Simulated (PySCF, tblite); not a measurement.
# C5H8F4Ge: geometry, infrared bands and NMR shifts

Aim: predict the infrared bands and NMR shifts of C5H8F4Ge (`F[C@@H]1[GeH2][CH2]C[C@H]1C(F)(F)F`).

Programs: tblite 0.8.0 and PySCF 2.14.0, with density-fitted response routines of our own. Each step states its level of theory. These are calculated values for one molecule in the gas phase, unless marked as measured. Atoms are numbered from 0 throughout.

### Step 1. The molecule as given

18 atoms, charge 0, multiplicity 1; geometry from: force field or distance geometry start.

Bonds of the start (Å): F0–C1 1.37, C1–Ge2 1.95, Ge2–C3 1.98, C3–C4 1.46, C4–C5 1.45, C5–C6 1.54, C6–F7 1.39, C6–F8 1.39, C6–F9 1.37, C5–C1 1.47, C1–H10 1.12, Ge2–H11 1.51, Ge2–H12 1.52, C3–H13 1.08, C3–H14 1.14, C4–H15 1.13, C4–H16 1.12, C5–H17 1.11.

### Step 2. Relaxing the molecule with GFN2-xTB

Job settings and geometry (Å):

```
{"job": {"kind": "relax", "xc": "GFN2-xTB", "basis": "xTB"}, "charge": 0, "multiplicity": 1}
F      0.183700    -2.546400     0.375900
C     -0.038500    -1.208800     0.547300
Ge    -1.890800    -0.705100     0.207000
C     -1.310100     1.183700     0.183700
C     -0.045300     1.003700    -0.530700
C      0.597800    -0.294900    -0.419600
C      2.073500    -0.057900    -0.057200
F      2.561000     0.815300    -1.029400
F      2.084600     0.567000     1.184800
F      2.778900    -1.230300    -0.017100
H      0.221000    -0.873200     1.581800
H     -2.839500    -1.036700     1.339300
H     -2.356900    -1.076800    -1.192700
H     -2.046900     1.855200    -0.225400
H     -1.057200     1.386700     1.273600
H      0.685600     1.802500    -0.215700
H     -0.231800     1.223600    -1.609200
H      0.622000    -0.801200    -1.407900
```

Launch:

```sh
> OMP_NUM_THREADS=1 python probes_run.py task.json out
```

This one command runs all jobs of the session in turn.

**Question.** This job is followed by: GFN2-xTB harmonic vibrations, gas phase; GIAO PBE0/pcSseg-1 NMR shielding, non-relativistic, gas phase. Predict these results of the whole session: strongest single infrared mode (GFN2-xTB); zero-point energy (GFN2-xTB); 13C shifts against TMS (PBE0/pcSseg-1); 1H shifts against TMS (PBE0/pcSseg-1); 19F shifts against CFCl3 (PBE0/pcSseg-1, means over atoms taken as alike); 73Ge shifts against GeMe4 (PBE0/pcSseg-1).

The runs gave:

```
                                                                 quantity                                               value
                                strongest single infrared mode (GFN2-xTB)                               2058 cm⁻¹, 422 km/mol
                                             zero-point energy (GFN2-xTB)                                       75.4 kcal/mol
                                   13C shifts against TMS (PBE0/pcSseg-1)                    135.4, 92.9, 54.0, 28.1, 9.2 ppm
                                    1H shifts against TMS (PBE0/pcSseg-1)  5.58, 4.48, 4.19, 3.03, 2.53, 2.06, 1.37, 1.18 ppm
19F shifts against CFCl3 (PBE0/pcSseg-1, means over atoms taken as alike)                                   -82.2, -244.1 ppm
                                73Ge shifts against GeMe4 (PBE0/pcSseg-1)                                            -104 ppm
```

What this shows: Over 125 steps the energy fell by 1.367 eV; of the close pairs, C4–C5 changed most, 1.453 to 1.534 Å. All 48 modes are real, so the xTB geometry is a minimum. The strongest single mode, at 2058 cm⁻¹, moves mainly H11 and H12. Unscaled tight-binding wavenumbers are off by several per cent, some by more. Its intensities can rank the bands wrongly. The most deshielded hydrogen is H10 (hydrogen on an sp3 CH bonded to F and Ge), at 5.58 ppm: its carbon carries F, which withdraws density. At PBE0/pcSseg-1: Shielding is most anisotropic at Ge2 (span 212 ppm, paramagnetic term -1319 ppm). Spin-orbit coupling is left out, which matters for shieldings and couplings at and beside the heavy atoms.
